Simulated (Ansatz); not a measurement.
# Mo₂ (triplet): from Hartree-Fock to the top rungs, def2-TZVPP

The task here is to estimate one member of a computed series from the others.

Computed with Ansatz 0.2.0, Gaussian basis. Level: def2-TZVPP, core rule «outside noble gas», up to 8 orbitals frozen.

The runs, in order: UHF; ROHF; CCSD(T) on UHF.

2 further runs of the same task are left out: 2 set aside as unsound or not needed.

## What is computed

The geometry is a PBE0/def2-TZVP stationary point (not a proven minimum) of the parent state, kept for this charge and spin. No spin-orbit coupling is included. Elements past krypton take def2 core potentials.

2 atoms, charge 0, spin multiplicity 3.

Atoms are counted from 1 here; the program's logs count them from 0.

Bond lengths: Mo1–Mo2 1.887 Å.

Geometry (Å):

```xyz
2

Mo    0.0000    0.0000    0.0000
Mo    0.0000    0.0000    1.8872
```

Set-up of the first run:

in.yaml reads:

```yaml
crystal:
  periodic: [false, false, false]
  atoms:
    - {symbol: Mo, position_ang: [0.000000, 0.000000, 0.000000]}
    - {symbol: Mo, position_ang: [0.000000, 0.000000, 1.887200]}
basis:
  gaussian: {orbitals: def2-TZVPP}
magnetization: {spin_polarized: true, initial_magnetization: 2}
hamiltonian: {xc: hf}
output: {orbitals: {seedname: orbitals}}
```

The run is started by

```
> ansatz run in.yaml --threads 1 --pin off --events-out ev --progress --plain --max-ram 4096MiB --backend cpu
```

Steps of the session up to this table: UHF; ROHF; CCSD(T) on UHF.

One of the session's tables, all rows but one given; the rest of the session is left out.

```
  method  from UCCSD(T) (meV)
    ROHF             +13529.9
     UHF             +10884.7
    UMP2              +1993.4
   UCCSD                    ?
UCCSD(T)                    0
```

**Question.** Estimate the row for UCCSD.

**Answer.** from UCCSD(T) (meV): +908.1. In the column «from UCCSD(T) (meV)» it lies between UCCSD(T) (0) and UMP2 (+1993.4).

The program flags UCCSD(T) as in doubt (see the logs), so the zero of the table is itself unsure.

To keep in mind: The determinant is far from a pure spin state, so its energy mixes those of several spin states (harmless only where they are near-degenerate, as at dissociation). The program flags UCCSD(T) as in doubt, so the zero of the table is itself unsure.
